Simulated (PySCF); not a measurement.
# The bond of HgI, level by level

An exercise on one series of results from a longer session: the logs are not shown, and one member is left open.

Computed with PySCF 2.14.0. Level: Hg def2-TZVPP with ECP60, I def2-TZVPP with ECP28, scalar-relativistic core potentials.

Set-up of the first run:

A driver script around PySCF takes these settings:

| Quantity | Value |
| --- | --- |
| atoms | Hg, I |
| charge | 0 |
| basis | Hg def2-TZVPP with ECP60, I def2-TZVPP with ECP28 |
| Hamiltonian | scalar-relativistic core potentials |
| basis functions | 109 |
| electrons treated | 45 |
| masses in u | 201.9706, 126.9045 |
| levels | PBE0, PBE, r²SCAN, TPSSh, M06-L, B3LYP, LDA, ωB97X-V, HF, MP2, SCS-MP2 |
| grid | 80 radial by 434 angular points |
| occupations | held fixed by the projection of orbital angular momentum |
| dissociation limit | Hg + I, each in its ground configuration |
| starting distance in angstrom | 2.685 |
| values of 2S to try | 1, 3 |

Started as:

```console
$ OMP_NUM_THREADS=2 python dia.py task.json out
```

Steps of the session up to this table: Input; The PBE0 curve of the state that the search chose; Other states along the same grid; PBE (GGA); r²SCAN; TPSSh (hybrid meta-GGA); M06-L (meta-GGA); B3LYP (global hybrid GGA); LDA (local density); ωB97X-V (range-separated hybrid); UHF (mean field).

One table of the session follows, with a row left open; its other results are not shown here.

It belongs to the step «The curves together». Energy (eV) from each level's lowest point:

```
R (Å)    UHF  UHF-MP2  UHF-SCS-MP2    LDA    PBE
2.376  0.752    0.475        0.567  0.491  0.709
2.487  0.321    0.163        0.219  0.172  0.313
2.597      ?        ?            ?      ?      ?
2.680  0.022    0.000        0.007  0.000  0.029
2.763  0.000    0.009        0.000  0.012  0.000
2.846  0.013    0.039        0.015  0.051  0.003
2.956  0.061    0.089        0.049  0.130  0.039
3.095  0.135    0.145        0.087  0.247  0.109
3.260  0.209    0.189        0.108  0.392  0.206
3.481  0.262    0.222        0.114  0.564  0.327
```

Estimate the missing values for R (Å) = 2.597.

Worked estimate for «UHF». A straight line through the neighbours (2.487, 0.321) and (2.680, 0.022) gives 0.321 + (0.022 − 0.321) × (2.597 − 2.487) / (2.680 − 2.487) = 0.151; a parabola fitted to 4 rows on both sides gives 0.088.

**Answer.** UHF: 0.098; UHF-MP2: 0.028; UHF-SCS-MP2: 0.055; LDA: 0.031; PBE: 0.104. In «UHF» the line misses by +0.053 and the parabola by -0.010.
